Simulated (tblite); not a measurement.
# FH6OSi3: the cost of one run

Programs: tblite 0.8.0 and PySCF 2.14.0. All values are calculated, for the isolated system unless a continuum is named. Atoms count from 0, parts from 1.

## 1. Starting point

11 atoms, charge 0, multiplicity 2; geometry: distance geometry start.

## 2. Geometry optimisation with GFN2-xTB

The job: settings as JSON, then the geometry in Å.

```
{"job": {"kind": "relax", "xc": "GFN2-xTB", "basis": "xTB"}, "charge": 0, "multiplicity": 2}
Si    -0.029122     0.986061     0.039835
Si    -1.743631    -0.450200    -0.407255
Si     1.742633    -0.308397     0.457642
F     -0.474112     1.922448     1.345474
O      0.267712     1.998571    -1.348974
H     -3.009977     0.240618    -0.537661
H     -1.277071    -1.123745    -1.663467
H     -1.704134    -1.480778     0.660517
H      1.492454    -1.568291    -0.246692
H      1.905509    -0.477590     1.890790
H      2.898641     0.319530    -0.199003
```

Method: GFN2-xTB geometry optimisation, gas phase.

Started as:

```sh
$ OMP_NUM_THREADS=1 python cluster_run.py task.json out
```

One launch serves the whole session: the jobs run in the order shown.

**Question.** How long does this first job take on 1 thread of Arm Neoverse V1, shared host?

About 1.1 s.
